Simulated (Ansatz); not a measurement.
# CH6FGaSn: how energies converge with the basis set

One table from this session's results is given with a row withheld; the runs are named, their logs left out.

Method: one geometry, several basis sets; program: Ansatz 0.2.0, Gaussian basis.

Plan: PBE0-D4/def2-SVP; ωB97M-V/def2-SVP; PBE0-D4/def2-QZVPP; ωB97M-V/def2-QZVPP; the functionals' def2-TZVPP values are taken from earlier runs.

1 further run of the same task is left out (for a known fault of the program).

### The geometry

All runs share one geometry, relaxed beforehand with PBE0-D4 in a triple-zeta def2 set. Sn takes the def2 core potential; no spin-orbit term is included.

SMILES `F[CH2][GaH][SnH3]`, 10 atoms, charge 0, spin multiplicity 1.

Atoms are counted from 1 here; the program's logs count them from 0.

Bond lengths: F1–C2 1.392 Å, C2–Ga3 1.994 Å, C2–H5 1.097 Å, C2–H6 1.097 Å, Ga3–Sn4 2.616 Å, Ga3–H7 1.576 Å, Sn4–H8 1.711 Å, Sn4–H9 1.710 Å, Sn4–H10 1.710 Å. Angles: F1–C2–Ga3 111.7°, F1–C2–H5 108.1°, F1–C2–H6 108.1°, Ga3–C2–H5 111.0°, Ga3–C2–H6 111.0°, H5–C2–H6 106.9°, C2–Ga3–Sn4 117.9°, C2–Ga3–H7 117.6°, Sn4–Ga3–H7 124.5°, Ga3–Sn4–H8 113.0°, Ga3–Sn4–H9 111.0°, Ga3–Sn4–H10 111.0°, H8–Sn4–H9 107.1°, H8–Sn4–H10 107.2°, H9–Sn4–H10 107.2°.

Set-up of the first run:

in.yaml reads:

```yaml
crystal:
  periodic: [false, false, false]
  atoms:
    - {symbol: F, position_ang: [-1.530158, 1.645003, 0.114927]}
    - {symbol: C, position_ang: [-0.576334, 1.660276, -0.898771]}
    - {symbol: Ga, position_ang: [0.655669, 0.097461, -0.774410]}
    - {symbol: Sn, position_ang: [0.272775, -1.609550, 1.170690]}
    - {symbol: H, position_ang: [-1.102825, 1.668975, -1.860702]}
    - {symbol: H, position_ang: [-0.022036, 2.603956, -0.829712]}
    - {symbol: H, position_ang: [1.794415, -0.023828, -1.856842]}
    - {symbol: H, position_ang: [1.393432, -2.902121, 1.156930]}
    - {symbol: H, position_ang: [0.405460, -0.843550, 2.693405]}
    - {symbol: H, position_ang: [-1.290388, -2.296612, 1.084476]}
basis:
  gaussian: {orbitals: def2-SVP}
hamiltonian: {xc: pbe0, dispersion: d4}
output: {orbitals: {seedname: orbitals}}
```

Launch:

```
$ ansatz run in.yaml --threads 2 --pin off --events-out ev --progress --plain --max-ram 4352MiB
```

Steps of the session up to this table: PBE0-D4 in def2-SVP; ωB97M-V in def2-SVP; PBE0-D4 in def2-QZVPP; ωB97M-V in def2-QZVPP.

One table of the session follows, with a row left open; its other results are not shown here.

It belongs to the step «Functionals by basis». 

| functional | basis | HOMO (eV) | LUMO (eV) |
| --- | --- | --- | --- |
| PBE0-D4 | def2-SVP | -7.25 | -2.06 |
| PBE0-D4 | def2-TZVPP | -7.30 | -2.10 |
| PBE0-D4 | def2-QZVPP | -7.31 | -2.12 |
| ωB97M-V | def2-SVP | -9.24 | -0.34 |
| ωB97M-V | def2-TZVPP | ? | ? |
| ωB97M-V | def2-QZVPP | -9.33 | -0.50 |

**Question.** Estimate the row for ωB97M-V, def2-TZVPP.

The run gave: HOMO (eV): -9.31; LUMO (eV): -0.41. In the column «HOMO (eV)» it lies between ωB97M-V, def2-QZVPP (-9.33) and ωB97M-V, def2-SVP (-9.24).
